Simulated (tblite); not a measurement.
# C3H14NOPSi2: the cost of one run

Programs: tblite 0.8.0 and PySCF 2.14.0, with density-fitted response routines of our own. Each step states its level of theory. These are calculated values for one molecule, in the gas phase or a continuum, unless marked as measured. Atoms are numbered from 0 throughout.

## 1. The starting structure

22 atoms, charge 0, multiplicity 1; geometry from: force field or distance geometry start.

Bonds of the start (Å): C0–C1 1.52, C1–P2 1.82, P2–C3 1.83, P2–O4 1.53, P2–N5 1.72, N5–Si6 1.80, N5–Si7 1.78, C0–H8 1.10, C0–H9 1.11, C0–H10 1.09, C1–H11 1.10, C1–H12 1.10, C3–H13 1.10, C3–H14 1.10, C3–H15 1.12, Si6–H16 1.46, Si6–H17 1.47, Si6–H18 1.47, Si7–H19 1.48, Si7–H20 1.48, Si7–H21 1.47.

## 2. Geometry optimisation with GFN2-xTB

The job: settings as JSON, then the geometry in Å.

```
{"job": {"kind": "relax", "xc": "GFN2-xTB", "basis": "xTB"}, "charge": 0, "multiplicity": 1}
C     -2.637700    -1.128800     0.467000
C     -1.776900    -0.564700    -0.651900
P     -0.452100     0.425300     0.097500
C     -0.019800     1.829100    -0.988300
O     -1.020500     0.990800     1.399200
N      0.900700    -0.549600     0.528600
Si     1.901400     0.382100     1.697800
Si     1.936800    -1.002100    -0.839800
H     -3.538000    -0.498700     0.534000
H     -2.890700    -2.186600     0.224500
H     -2.036200    -1.151900     1.377700
H     -2.366500     0.024400    -1.375500
H     -1.333200    -1.419100    -1.185400
H      0.670300     1.539800    -1.794800
H     -0.944200     2.274500    -1.391100
H      0.459700     2.592000    -0.318800
H      2.614600     1.397100     0.930400
H      2.844900    -0.538600     2.346600
H      0.972200     0.972000     2.679400
H      3.288400    -1.375900    -0.364200
H      1.299800    -2.103100    -1.597900
H      2.116400     0.111100    -1.776000
```

Launch:

```sh
OMP_NUM_THREADS=1 python probes_run.py task.json out
```

One launch serves the whole session: the jobs run in the order shown.

Q: Estimate the wall time and peak memory of this first job on 1 thread of Arm Neoverse V2, shared host.

About 1.8 s, with a peak of 0.18 GiB.
